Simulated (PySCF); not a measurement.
GeBrH, in a box:

```
CELL_PARAMETERS angstrom
11.00000 0.00000 0.00000
0.00000 12.00000 0.00000
0.00000 0.00000 11.00000
ATOMIC_POSITIONS crystal
Ge 0.55069 0.40687 0.51651
Br 0.57925 0.59663 0.55578
H 0.42311 0.42668 0.45040
```

Base run:

```yaml
Program: PySCF 2.14.0
Functional: BHandHLYP
Dispersion: D3(BJ)
Potentials_or_basis: 6-31g* (all-electron)
k_mesh: 1 × 1 × 1
Occupations: fixed
Spin: no spin polarisation
```

Its results: gap between the frontier levels 5.80 eV.

Q: The run is repeated on the same cell with these changes: functional from BHandHLYP to RPBE. What comes out?

A: Gap between the frontier levels 2.13 eV.

BHandHLYP gives the wider gap, since exact exchange removes part of the self-interaction.

Caveats: this is a molecule in a periodic box at the Γ point, so its band gap is the HOMO-LUMO gap; relativity is left out, which matters for the heavier elements; the basis of atomic orbitals isn't converged, which shifts pressures, moduli and gaps.

A k mesh can miss the band edges.

Not every run made on this cell is shown here.
